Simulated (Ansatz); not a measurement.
# Cu3B: the cost of one run

Computed with Ansatz 0.2.0 (DFT PBE, scalar-relativistic, plane waves, PAW, unless a step names another level, unless a step's input says otherwise).

2 further runs of the same task are left out: 1 that didn't finish, 1 set aside as unsound or not needed.

### 1 Starting point

It takes space group P-6m2 (No. 187, hexagonal). Conventional cell: a = 2.596 Å, b = 2.596 Å, c = 7.263 Å, α = 90.00°, β = 90.00°, γ = 120.00°. Around Cu (site symmetry -6m2) lie 12 Cu at 2.60 to 2.61 Å. Cu (site symmetry 3m) has 3 B at 2.12 Å as nearest neighbours. Around B (site symmetry -6m2) lie 6 Cu at 2.12 Å.

Structure file:

```cif
data_structure
_symmetry_space_group_name_H-M 'P 1'
_symmetry_Int_Tables_number 1
_cell_length_a 2.5961
_cell_length_b 2.5961
_cell_length_c 7.2635
_cell_angle_alpha 90.000
_cell_angle_beta 90.000
_cell_angle_gamma 120.000
_cell_volume 42.40
loop_
_atom_site_label
_atom_site_type_symbol
_atom_site_fract_x
_atom_site_fract_y
_atom_site_fract_z
_atom_site_occupancy
Cu1 Cu 0.66667 0.33333 0.50000 1
Cu2 Cu 0.33333 0.66667 0.20644 1
Cu3 Cu 0.33333 0.66667 0.79356 1
B1 B 0.66667 0.33333 0.00000 1
```

It came out lowest among 16 distinct ends of the trial cells. At a tolerance of 0.05 Å it has space group P-6m2 (No. 187).

### 2 Relaxing to 0.001 eV/Å, on the response runs' mesh and smearing

File input.yaml:

```yaml
crystal:
  lattice:
    - [2.5961459584, 0.0, 0.0]
    - [-1.2980729792, 2.2483283519, 0.0]
    - [0.0, 0.0, 7.2634963278]
  atoms:
    - { symbol: Cu, position: [0.6666666667, 0.3333333333, 0.5] }
    - { symbol: Cu, position: [0.3333333333, 0.6666666667, 0.2064429634] }
    - { symbol: Cu, position: [0.3333333333, 0.6666666667, 0.7935570366] }
    - { symbol: B, position: [0.6666666667, 0.3333333333, 0.0] }
basis:
  ecutwfc: 420
kpoints:
  mp_grid: { grid: [18, 18, 6] }
hamiltonian:
  xc: pbe
scf:
  occupations: { method: gaussian, width: 0.1 }
output:
  forces: true
  stress: true
  eigenvalues: true
relax:
  adjacent_minimum: "off"
  f_tol: 0.001
  max_steps: 60
  cell: { stress_tol: 0.01 }
```

Command:

```bash
> ansatz run input.yaml --threads 3 --pin off --max-ram 7680MiB --backend cpu --events-out ev --progress --plain --runs-dir out
```

What time and memory should one allow on 3 threads of Intel Xeon at 2.50GHz (Skylake/Cascade Lake), shared host?

About 79 s, with a peak of 0.5 GiB.
